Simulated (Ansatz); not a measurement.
# Ta3AsAu2O13 in Ansatz: the effect of Hubbard term

The system is Ta3AsAu2O13.

```
Ta As Au O
1.0
     5.24237    3.02668    4.14273
    -5.24237    3.02668    4.14273
     0.00000   -6.05337    4.14273
Ta As Au O
3 1 2 13
Direct
  0.23108 0.57229 0.23108
  0.23108 0.23108 0.57229
  0.57229 0.23108 0.23108
  0.55878 0.55878 0.55878
  0.96559 0.96559 0.96559
  0.75105 0.75105 0.75105
  0.40884 0.66762 0.40884
  0.40884 0.40884 0.66762
  0.66762 0.40884 0.40884
  0.49726 0.01313 0.36024
  0.36024 0.49726 0.01313
  0.01313 0.36024 0.49726
  0.36024 0.01313 0.49726
  0.01313 0.49726 0.36024
  0.49726 0.36024 0.01313
  0.10963 0.74806 0.10963
  0.10963 0.10963 0.74806
  0.74806 0.10963 0.10963
  0.30840 0.30840 0.30840
```

The cell was built by a generator and needn't be a form met in nature.

Alike in all runs:

* Program: Ansatz 0.2.0
* Task: projected density of states
* Functional: PBE
* Potentials or basis: Ansatz PAW
* Cutoff: 420 eV (not typed: the program's choice for these potentials)
* k mesh: 4 × 4 × 4
* Occupations: fermi-dirac, width 0.05 eV
* Spin: no spin polarisation
* Hubbard projectors: ortho-atomic (the default)
* Double counting: fll (the default)

| Hubbard term | gap on the mesh (eV) | pressure (GPa) | largest force (eV/Å) |
| --- | --- | --- | --- |
| Au d U = 2 eV, Ta d U = 2 eV | 1.09 | 0.5 | 0.35 |
| Au d U = 4 eV, Ta d U = 4 eV | 1.08 | 1.1 | 0.69 |
| Au d U = 6 eV, Ta d U = 6 eV | 1.05 | 1.8 | 1.01 |
| Au d U = 8 eV, Ta d U = 8 eV | ? | ? | ? |

Q: What does the run with Hubbard term Au d U = 8 eV, Ta d U = 8 eV give?

A: gap on the mesh 1.03 eV; pressure 2.4 GPa; largest force 1.29 eV/Å.

Worked out: A straight line through the other rows of the gap on the mesh, of slope -0.01 eV per eV, extrapolates to 1.03 eV, against the run's 1.03. A straight line through the other rows of the pressure, of slope 0.325 GPa per eV, extrapolates to 2.4 GPa, against the run's 2.4. A straight line through the other rows of the largest force, of slope 0.165 eV/Å per eV, extrapolates to 1.34 eV/Å, against the run's 1.29.

Caveats: spin-orbit coupling is left out, which moves the levels of the heavy elements; forces of over 1 eV/Å show positions far from the minimum, so gaps and moduli don't describe the material at rest (some runs).

A k mesh can miss the band edges.
